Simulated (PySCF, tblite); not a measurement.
# C₆H₈ClN₃S: geometry, infrared bands and NMR shifts

What infrared bands and NMR shifts should C₆H₈ClN₃S (`C=CCn1nc(Cl)c(SC)n1`) show?

Computed with tblite 0.8.0 and PySCF 2.14.0, with density-fitted response routines of our own, on a single molecule in the gas phase. Atoms count from 0, in the outputs and in this text.

## 1. The molecule as given

19 atoms, charge 0, multiplicity 1; geometry from: force field or distance geometry start.

Bonds of the start (Å): C0–C1 1.34, C1–C2 1.52, C2–N3 1.46, N3–N4 1.34, N4–C5 1.34, C5–Cl6 1.70, C5–C7 1.41, C7–S8 1.75, S8–C9 1.80, C7–N10 1.35, N10–N3 1.35, C0–H11 1.08, C0–H12 1.09, C1–H13 1.08, C2–H14 1.11, C2–H15 1.09, C9–H16 1.09, C9–H17 1.10, C9–H18 1.09.

## 2. Optimising the geometry with GFN2-xTB

Job settings and geometry (Å):

```
{"job": {"kind": "relax", "xc": "GFN2-xTB", "basis": "xTB"}, "charge": 0, "multiplicity": 1}
C     -3.070100    -1.453000    -0.337200
C     -2.618000    -0.246100     0.028400
C     -1.599100    -0.029100     1.138800
N     -0.422000     0.689000     0.653700
N     -0.426400     2.023200     0.523000
C      0.813600     2.240100     0.071000
Cl     1.356200     3.806000    -0.293600
C      1.524700     1.024300    -0.008900
S      3.172400     0.775900    -0.528300
C      3.313600    -1.018900    -0.444400
N      0.718900     0.015600     0.374500
H     -2.750500    -2.372900     0.138200
H     -3.810900    -1.535000    -1.129000
H     -2.973300     0.640000    -0.473100
H     -2.052700     0.595800     1.931400
H     -1.273700    -0.965600     1.596100
H      2.599900    -1.495700    -1.114600
H      4.322900    -1.311300    -0.764800
H      3.164800    -1.372800     0.579100
```

Launch:

```sh
OMP_NUM_THREADS=1 python probes_run.py task.json out
```

One launch serves the whole session: the jobs run in the order shown.

**Question.** This job is followed by: GFN2-xTB harmonic vibrations, gas phase; GIAO PBE0/pcSseg-1 NMR shielding, non-relativistic, gas phase. Predict these results of the whole session: strongest single infrared mode (GFN2-xTB); zero-point energy (GFN2-xTB); ¹³C shifts against TMS (PBE0/pcSseg-1); ¹H shifts against TMS (PBE0/pcSseg-1, means over atoms taken as alike); ¹⁵N shifts against NH3 (PBE0/pcSseg-1); ³⁵Cl shifts against HCl (PBE0/pcSseg-1); ³³S shifts against CS2 (PBE0/pcSseg-1).

The runs gave:

```
                                                              quantity                                       value
                             strongest single infrared mode (GFN2-xTB)                        1032 cm⁻¹, 83 km/mol
                                          zero-point energy (GFN2-xTB)                               85.1 kcal/mol
                                ¹³C shifts against TMS (PBE0/pcSseg-1)  149.7, 143.6, 142.7, 125.1, 61.3, 19.4 ppm
¹H shifts against TMS (PBE0/pcSseg-1, means over atoms taken as alike)            6.34, 5.61, 5.49, 4.84, 2.54 ppm
                                ¹⁵N shifts against NH3 (PBE0/pcSseg-1)                     360.3, 350.5, 269.6 ppm
                               ³⁵Cl shifts against HCl (PBE0/pcSseg-1)                                     146 ppm
                                ³³S shifts against CS2 (PBE0/pcSseg-1)                                     -35 ppm
```

What this shows: Relaxing lowered the energy by 0.235 eV in 39 steps; the close pair that moved most is N3–N10, from 1.354 to 1.316 Å. No mode is imaginary among the 51: a minimum at this level. The strongest single mode, at 1032 cm⁻¹, moves mainly N10 and N4. GFN2-xTB is a fitted tight-binding method: band positions and strengths are rough. Its intensities can rank the bands wrongly. The most deshielded hydrogen is H13 (hydrogen on an alkene CH), at 6.34 ppm: olefinic region. At PBE0/pcSseg-1: The widest tensor belongs to N4: span 451 ppm, with a paramagnetic part of -419 ppm. NICS(1)zz of -27 ppm above the planar ring from N3 marks a diatropic (aromatic) ring current.
